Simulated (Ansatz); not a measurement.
# Bi4Te: the cost of one run

Program: Ansatz 0.2.0. Level of theory: DFT PBE, scalar-relativistic, plane waves, PAW. These are calculated values, not measurements.

## Step 1: The system as given

The structure is cubic, space group Im-3m (No. 229). Conventional cell: a = 6.841 Å, b = 6.841 Å, c = 6.841 Å, α = 90.00°, β = 90.00°, γ = 90.00°. Bi (site symmetry -3m) is surrounded by 2 Te at 2.96 Å. Around Te (site symmetry m-3m) lie 8 Bi at 2.96 Å.

Coordinates:

```
CELL_PARAMETERS angstrom
-3.42050 3.42050 3.42050
3.42050 -3.42050 3.42050
3.42050 3.42050 -3.42050
ATOMIC_POSITIONS crystal
Bi 0.00000 0.00000 0.50000
Bi 0.50000 0.00000 0.00000
Bi 0.00000 0.50000 0.00000
Bi 0.50000 0.50000 0.50000
Te 0.00000 0.00000 0.00000
```

Recipe of the guess: species swapped into a database cell of Hg4Pt (Im-3m, No. 229), with Bi on the Hg sites and Te on the Pt sites. Lengths come from tabulated atomic sizes and are only a guess.

## Step 2: A first look at the guess

Contents of input.yaml:

```yaml
crystal:
  lattice:
    - [-3.42050093, 3.42050093, 3.42050093]
    - [3.42050093, -3.42050093, 3.42050093]
    - [3.42050093, 3.42050093, -3.42050093]
  atoms:
    - { symbol: Bi, position: [0.0, 0.0, 0.5] }
    - { symbol: Bi, position: [0.5, 0.0, 0.0] }
    - { symbol: Bi, position: [0.0, 0.5, 0.0] }
    - { symbol: Bi, position: [0.5, 0.5, 0.5] }
    - { symbol: Te, position: [0.0, 0.0, 0.0] }
basis:
  ecutwfc: 420
kpoints:
  mp_grid: { grid: [4, 4, 4] }
hamiltonian:
  xc: pbe
scf:
  occupations: { method: gaussian, width: 0.1 }
  lower_state_search: "off"
output:
  forces: true
  stress: true
  eigenvalues: true
```

Command:

```sh
> ansatz run input.yaml --threads 1 --pin off --max-ram 2560MiB --backend cpu --events-out ev --progress --plain --runs-dir out
```

**Question.** How long does this run take on 1 thread of Arm Neoverse V1, shared host, and how much memory does it need?

About 3.7 s, with a peak of 0.4 GiB.
